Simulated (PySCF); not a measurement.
# Dy(BH4)3: other functionals and bases at one geometry

How far do other levels of theory move the description of Dy(BH4)3, and what does each cost? The structure is generated, not taken from experiment.

Method: several levels, as the steps say, no spin–orbit coupling; program: PySCF 2.14.0.

3 further runs of the same task are left out: 2 for a known fault of the program, 1 that didn't finish.

## 1. Starting geometry

16 atoms, charge 0, spin multiplicity 1.

Bond lengths: Dy1–B2 2.461 Å, Dy1–H4 2.262 Å, Dy1–H5 2.262 Å, Dy1–H6 2.307 Å, Dy1–B7 2.461 Å, Dy1–H9 2.262 Å, Dy1–H10 2.262 Å, Dy1–H11 2.307 Å, Dy1–B12 2.461 Å, Dy1–H14 2.262 Å, Dy1–H15 2.262 Å, Dy1–H16 2.307 Å, B2–H3 1.203 Å, B2–H4 1.262 Å, B2–H5 1.262 Å, B2–H6 1.247 Å, B7–H8 1.203 Å, B7–H9 1.262 Å and more. Angles: B2–Dy1–H4 30.6°, B2–Dy1–H5 30.6°, B2–Dy1–H6 30.1°, B2–Dy1–B7 120.0°, B2–Dy1–H9 102.1°, B2–Dy1–H10 102.1°, B2–Dy1–H11 150.1°, B2–Dy1–B12 120.0°, B2–Dy1–H14 130.6°, B2–Dy1–H15 130.6°, B2–Dy1–H16 89.9°, H4–Dy1–H5 52.3°, H4–Dy1–H6 51.9°, H4–Dy1–B7 130.6°, H4–Dy1–H9 102.0°, H4–Dy1–H10 126.7°, H4–Dy1–H11 150.8°, H4–Dy1–B12 102.1° and more.

As a file:

```mol
B3DyH12
  3D, bonds by distance, orders not assigned

 16 24  0  0  0  0  0  0  0  0999 V2000
   -0.0000   -0.0000    0.0000 Dy  0  0
    2.4610    0.0156   -0.0000 B   0  0
    3.6633   -0.0194   -0.0000 H   0  0
    1.9502   -0.5652    0.9968 H   0  0
    1.9502   -0.5652   -0.9968 H   0  0
    1.9887    1.1697   -0.0000 H   0  0
   -1.2440    2.1235   -0.0000 B   0  0
   -1.8148    3.1822    0.0000 H   0  0
   -0.4856    1.9715    0.9968 H   0  0
   -0.4856    1.9715   -0.9968 H   0  0
   -2.0073    1.1375   -0.0000 H   0  0
   -1.2170   -2.1391    0.0000 B   0  0
   -1.8485   -3.1627   -0.0000 H   0  0
   -1.4646   -1.4063    0.9968 H   0  0
   -1.4646   -1.4063   -0.9968 H   0  0
    0.0186   -2.3071   -0.0000 H   0  0
  1  2  8  0
  1  4  8  0
  1  5  8  0
  1  6  8  0
  1  7  8  0
  1  9  8  0
  1 10  8  0
  1 11  8  0
  1 12  8  0
  1 14  8  0
  1 15  8  0
  1 16  8  0
  2  3  8  0
  2  4  8  0
  2  5  8  0
  2  6  8  0
  7  8  8  0
  7  9  8  0
  7 10  8  0
  7 11  8  0
 12 13  8  0
 12 14  8  0
 12 15  8  0
 12 16  8  0
M  END
```

Formal oxidation states: Dy +3. Each metal's 9 4f electrons lie in its core potential, so multiplicities, spins and levels count the valence alone. An earlier session relaxed this geometry at B3LYP, Dy lcecp-1-SVP with ECP55, B def2-SVP, H def2-SVP (singlet, point group C3h).

At B3LYP on the finer grid: E = -118.868317 Eh, HOMO -9.31 eV, LUMO -3.07 eV, Mulliken charge on Dy1 +0.44 e, largest force component 0.018 eV/Å. 

Levels to run: M06-L; TPSS; wB97X; r2SCAN; B3LYP, TZVP. Hardware: 4 threads of Arm Neoverse V1, shared host.

## 2. M06-L

Input file run.py (the lines that set the calculation):

```python
mol = gto.M(atom='''
Dy     0.00000     0.00000     0.00000
B      2.46101     0.01559     0.00000
H      3.66326    -0.01945     0.00000
H      1.95021    -0.56518     0.99677
H      1.95021    -0.56518    -0.99677
H      1.98874     1.16966     0.00000
B     -1.24401     2.12351     0.00000
H     -1.81478     3.18221     0.00000
H     -0.48564     1.97152     0.99677
H     -0.48564     1.97152    -0.99677
H     -2.00732     1.13747     0.00000
B     -1.21701    -2.13909     0.00000
H     -1.84848    -3.16275     0.00000
H     -1.46457    -1.40634     0.99677
H     -1.46457    -1.40634    -0.99677
H      0.01858    -2.30713     0.00000''',
    basis={'Dy': 'lcecp-1-SVP', 'B': 'def2-SVP', 'H': 'def2-SVP'},
    ecp={'Dy': 'lcecp-1-SVP'},
    charge=0, spin=0)
mf = dft.RKS(mol, xc='M06L')
mf.grids.atom_grid = (75, 302)  # f atoms: unpruned, at least (60, 302)
mf = mf.density_fit()  # fitting sets: Dy AutoAux, B def2-universal-JKFIT, H def2-universal-JKFIT
mf.conv_tol = 1e-08; mf.max_cycle = 55
mf.kernel(dm0)  # dm0: the density of the relaxed state
```

Command:

```console
$ OMP_NUM_THREADS=4 python run.py
```

What it wrote:

```text
init E= -118.855984918286
  HOMO = -0.313731875209373  LUMO = -0.107676498197546  gap/eV = 5.60705
cycle= 1 E= -118.861134905425  delta_E= -0.00515  |g|= 0.041  |ddm|= 0.569
  HOMO = -0.310544484725977  LUMO = -0.103783705042633  gap/eV = 5.62625
cycle= 2 E= -118.861222869959  delta_E= -8.8e-05  |g|= 0.0357  |ddm|= 0.0951
  HOMO = -0.308383582296759  LUMO = -0.102692295856105  gap/eV = 5.59714
cycle= 3 E= -118.861591568417  delta_E= -0.000369  |g|= 0.00602  |ddm|= 0.0423
  HOMO = -0.308850847232113  LUMO = -0.102121383620321  gap/eV = 5.62540
cycle= 4 E= -118.861603047071  delta_E= -1.15e-05  |g|= 0.00197  |ddm|= 0.00957
  HOMO = -0.308784130163853  LUMO = -0.102442984684186  gap/eV = 5.61483
cycle= 5 E= -118.86160456118  delta_E= -1.51e-06  |g|= 0.000453  |ddm|= 0.0035
  HOMO = -0.308744605174526  LUMO = -0.10235022839323  gap/eV = 5.61628
cycle= 6 E= -118.861604637615  delta_E= -7.64e-08  |g|= 5.63e-05  |ddm|= 0.000875
  HOMO = -0.308745177862158  LUMO = -0.102351860207372  gap/eV = 5.61625
cycle= 7 E= -118.861604638883  delta_E= -1.27e-09  |g|= 7.69e-06  |ddm|= 0.000139
  HOMO = -0.308744149496152  LUMO = -0.102350365311793  gap/eV = 5.61626
Extra cycle  E= -118.861604638887  delta_E= -4.69e-12  |g|= 7.2e-06  |ddm|= 2.82e-05
converged SCF energy = -118.861604638887
```

Run time: 11 s. Hardware: 4 threads of Arm Neoverse V1, shared host.

It gives: E = -118.861605 Eh, HOMO -8.40 eV, LUMO -2.79 eV, Mulliken charge on Dy1 +1.09 e, largest force component 0.125 eV/Å. 

## 3. TPSS

run.py (the lines that set the calculation): that of step 2 with these lines changed.

```diff
@@ -20,3 +20,3 @@
     charge=0, spin=0)
-mf = dft.RKS(mol, xc='M06L')
+mf = dft.RKS(mol, xc='TPSS')
 mf.grids.atom_grid = (75, 302)  # f atoms: unpruned, at least (60, 302)
```

Command:

```console
$ OMP_NUM_THREADS=4 python run.py
```

What it wrote:

```text
init E= -118.897446799976
  HOMO = -0.312261375496911  LUMO = -0.125029562953161  gap/eV = 5.09484
cycle= 1 E= -118.898427769777  delta_E= -0.000981  |g|= 0.026  |ddm|= 0.242
  HOMO = -0.311601030648844  LUMO = -0.117049562222065  gap/eV = 5.29402
cycle= 2 E= -118.898077826772  delta_E= 0.00035  |g|= 0.0394  |ddm|= 0.0888
  HOMO = -0.310797137535045  LUMO = -0.121121077672165  gap/eV = 5.16135
cycle= 3 E= -118.898689466065  delta_E= -0.000612  |g|= 0.00136  |ddm|= 0.0554
  HOMO = -0.310877306356373  LUMO = -0.120945473593292  gap/eV = 5.16831
cycle= 4 E= -118.89869006896  delta_E= -6.03e-07  |g|= 0.000521  |ddm|= 0.00273
  HOMO = -0.310947586511123  LUMO = -0.121040310797973  gap/eV = 5.16764
cycle= 5 E= -118.898690177672  delta_E= -1.09e-07  |g|= 3.44e-05  |ddm|= 0.000841
  HOMO = -0.310940724986093  LUMO = -0.121037004861199  gap/eV = 5.16754
cycle= 6 E= -118.898690178094  delta_E= -4.22e-10  |g|= 8.08e-06  |ddm|= 5.44e-05
  HOMO = -0.31094023203124  LUMO = -0.121036648706606  gap/eV = 5.16754
Extra cycle  E= -118.898690178108  delta_E= -1.48e-11  |g|= 5.48e-06  |ddm|= 2.12e-05
converged SCF energy = -118.898690178108
```

Run time: 10 s. Hardware: 4 threads of Arm Neoverse V1, shared host.

Read off: E = -118.898690 Eh, HOMO -8.46 eV, LUMO -3.29 eV, Mulliken charge on Dy1 +0.60 e, largest force component 0.085 eV/Å. 

## 4. wB97X

run.py (the lines that set the calculation): that of step 3 with these lines changed.

```diff
@@ -20,3 +20,3 @@
     charge=0, spin=0)
-mf = dft.RKS(mol, xc='TPSS')
+mf = dft.RKS(mol, xc='WB97X')
 mf.grids.atom_grid = (75, 302)  # f atoms: unpruned, at least (60, 302)
```

Command:

```console
$ OMP_NUM_THREADS=4 python run.py
```

What it wrote:

```text
init E= -118.81045968741
  HOMO = -0.435363070989256  LUMO = -0.0303606860280254  gap/eV = 11.02068
cycle= 1 E= -118.813209450575  delta_E= -0.00275  |g|= 0.0162  |ddm|= 0.337
  HOMO = -0.438288279689544  LUMO = -0.0343371397683816  gap/eV = 10.99207
cycle= 2 E= -118.813334169708  delta_E= -0.000125  |g|= 0.00409  |ddm|= 0.0532
  HOMO = -0.43820513528004  LUMO = -0.0330409866633028  gap/eV = 11.02508
cycle= 3 E= -118.813344527797  delta_E= -1.04e-05  |g|= 0.00228  |ddm|= 0.0139
  HOMO = -0.438308570244874  LUMO = -0.0335730286303537  gap/eV = 11.01342
cycle= 4 E= -118.813346507669  delta_E= -1.98e-06  |g|= 0.000211  |ddm|= 0.00483
  HOMO = -0.438337484428365  LUMO = -0.0335976540118912  gap/eV = 11.01353
cycle= 5 E= -118.813346547735  delta_E= -4.01e-08  |g|= 7.5e-05  |ddm|= 0.000876
  HOMO = -0.43831892910268  LUMO = -0.0335870126087299  gap/eV = 11.01332
cycle= 6 E= -118.813346551672  delta_E= -3.94e-09  |g|= 1.44e-05  |ddm|= 0.000222
  HOMO = -0.438320357104705  LUMO = -0.0335875410460744  gap/eV = 11.01334
Extra cycle  E= -118.813346551969  delta_E= -2.97e-10  |g|= 6.38e-06  |ddm|= 4.09e-05
converged SCF energy = -118.813346551969
```

It took 7.9 s on 4 threads of Arm Neoverse V1, shared host.

Read off: E = -118.813347 Eh, HOMO -11.93 eV, LUMO -0.91 eV, Mulliken charge on Dy1 +0.68 e, largest force component 0.109 eV/Å. 

## 5. r2SCAN

run.py (the lines that set the calculation): that of step 4 with these lines changed.

```diff
@@ -20,3 +20,3 @@
     charge=0, spin=0)
-mf = dft.RKS(mol, xc='WB97X')
+mf = dft.RKS(mol, xc='R2SCAN')
 mf.grids.atom_grid = (75, 302)  # f atoms: unpruned, at least (60, 302)
```

Command:

```console
$ OMP_NUM_THREADS=4 python run.py
```

What it wrote:

```text
init E= -118.78081338419
  HOMO = -0.314185592338861  LUMO = -0.124361122266758  gap/eV = 5.16539
cycle= 1 E= -118.782306018368  delta_E= -0.00149  |g|= 0.0239  |ddm|= 0.269
  HOMO = -0.313781649572078  LUMO = -0.116182650325941  gap/eV = 5.37694
cycle= 2 E= -118.782045690247  delta_E= 0.00026  |g|= 0.035  |ddm|= 0.0885
  HOMO = -0.314222092071041  LUMO = -0.120841525036389  gap/eV = 5.26215
cycle= 3 E= -118.782541194592  delta_E= -0.000496  |g|= 0.00178  |ddm|= 0.0519
  HOMO = -0.31432239645528  LUMO = -0.120925385630573  gap/eV = 5.26260
cycle= 4 E= -118.782542236909  delta_E= -1.04e-06  |g|= 0.000534  |ddm|= 0.00302
  HOMO = -0.314223663209959  LUMO = -0.12086261229369  gap/eV = 5.26162
cycle= 5 E= -118.782542336589  delta_E= -9.97e-08  |g|= 7.89e-05  |ddm|= 0.000642
  HOMO = -0.314234653819429  LUMO = -0.12086692191629  gap/eV = 5.26180
cycle= 6 E= -118.782542339032  delta_E= -2.44e-09  |g|= 8.16e-06  |ddm|= 0.000165
  HOMO = -0.314234085839227  LUMO = -0.12086688967304  gap/eV = 5.26179
Extra cycle  E= -118.782542339049  delta_E= -1.73e-11  |g|= 4.83e-06  |ddm|= 2.1e-05
converged SCF energy = -118.782542339049
```

Run time: 10 s. Hardware: 4 threads of Arm Neoverse V1, shared host.

It gives: E = -118.782542 Eh, HOMO -8.55 eV, LUMO -3.29 eV, Mulliken charge on Dy1 +0.67 e, largest force component 0.082 eV/Å. 

## 6. B3LYP, TZVP

Basis: Dy lcecp-1-TZVP with ECP55, B def2-TZVP, H def2-TZVP. 

run.py (the lines that set the calculation): that of step 5 with these lines changed.

```diff
@@ -17,6 +17,6 @@
 H      0.01858    -2.30713     0.00000''',
-    basis={'Dy': 'lcecp-1-SVP', 'B': 'def2-SVP', 'H': 'def2-SVP'},
-    ecp={'Dy': 'lcecp-1-SVP'},
+    basis={'Dy': 'lcecp-1-TZVP', 'B': 'def2-TZVP', 'H': 'def2-TZVP'},
+    ecp={'Dy': 'lcecp-1-TZVP'},
     charge=0, spin=0)
-mf = dft.RKS(mol, xc='R2SCAN')
+mf = dft.RKS(mol, xc='B3LYP')
 mf.grids.atom_grid = (75, 302)  # f atoms: unpruned, at least (60, 302)
@@ -24,2 +24,2 @@
 mf.conv_tol = 1e-08; mf.max_cycle = 55
-mf.kernel(dm0)  # dm0: the density of the relaxed state
+mf.kernel(dm0)  # dm0: free metal ions and neutral atoms
```

Command:

```console
$ OMP_NUM_THREADS=4 python run.py
```

What it wrote:

```text
init E= -119.942853493506
  HOMO = -0.362855031650028  LUMO = -0.139435842131449  gap/eV = 6.07955
cycle= 1 E= -118.950515334441  delta_E= 0.992  |g|= 0.318  |ddm|= 2.59
  HOMO = -0.323565881998872  LUMO = -0.114556998323457  gap/eV = 5.68742
cycle= 2 E= -118.960499679797  delta_E= -0.00998  |g|= 0.131  |ddm|= 0.454
  HOMO = -0.348614546596184  LUMO = -0.108760739510662  gap/eV = 6.52675
cycle= 3 E= -118.964187615955  delta_E= -0.00369  |g|= 0.0805  |ddm|= 0.208
  HOMO = -0.344713713029122  LUMO = -0.114599002708561  gap/eV = 6.26174
cycle= 4 E= -118.966328110202  delta_E= -0.00214  |g|= 0.0104  |ddm|= 0.0779
  HOMO = -0.343498542448154  LUMO = -0.112534455946166  gap/eV = 6.28485
cycle= 5 E= -118.966368854292  delta_E= -4.07e-05  |g|= 0.00242  |ddm|= 0.013
  HOMO = -0.343729880651715  LUMO = -0.113023836095379  gap/eV = 6.27783
cycle= 6 E= -118.966370970573  delta_E= -2.12e-06  |g|= 0.000327  |ddm|= 0.00319
  HOMO = -0.343711222971766  LUMO = -0.11298906745194  gap/eV = 6.27827
cycle= 7 E= -118.966371005745  delta_E= -3.52e-08  |g|= 2.15e-05  |ddm|= 0.000516
  HOMO = -0.343713001211043  LUMO = -0.112987401528118  gap/eV = 6.27836
cycle= 8 E= -118.966371005935  delta_E= -1.9e-10  |g|= 2.62e-06  |ddm|= 3.3e-05
  HOMO = -0.343712818567269  LUMO = -0.112987337747847  gap/eV = 6.27836
Extra cycle  E= -118.966371005938  delta_E= -3.3e-12  |g|= 1.48e-06  |ddm|= 4.85e-06
converged SCF energy = -118.966371005938
```

It took 14 s on 4 threads of Arm Neoverse V1, shared host.

It gives: E = -118.966371 Eh, HOMO -9.35 eV, LUMO -3.07 eV, Mulliken charge on Dy1 +1.13 e, largest force component 0.364 eV/Å. 

## 7. Results

| level | state | HOMO (eV) | gap (eV) | charge on Dy1 (e) | dipole (D) | largest force (eV/Å) | basis functions | time |
| --- | --- | --- | --- | --- | --- | --- | --- | --- |
| B3LYP (relaxed here) | singlet | -9.31 | 6.24 | 0.44 | 0.00 | 0.02 | 135 | 19 s |
| M06-L | singlet | -8.40 | 5.62 | 1.09 | 0.01 | 0.13 | 135 | 11 s |
| TPSS | singlet | -8.46 | 5.17 | 0.60 | 0.00 | 0.09 | 135 | 10 s |
| wB97X | singlet | -11.93 | 11.01 | 0.68 | 0.00 | 0.11 | 135 | 7.9 s |
| r2SCAN | singlet | -8.55 | 5.26 | 0.67 | 0.00 | 0.08 | 135 | 10 s |
| B3LYP, TZVP | singlet | -9.35 | 6.28 | 1.13 | 0.00 | 0.36 | 212 | 14 s |

Times are on 4 threads of Arm Neoverse V1, shared host; the first row also made further properties.

In one basis the HOMO–LUMO gap runs from 5.17 eV (TPSS) to 11.01 eV (wB97X). The largest leftover force, 0.36 eV/Å with B3LYP, TZVP, stands at a geometry relaxed at another level. The Mulliken charge on Dy spans +0.44 to +1.13 e over the levels. With 4f in the core, its levels are missing from HOMO and gap. Total energies of different levels can't be compared. Spin–orbit coupling is left out throughout.
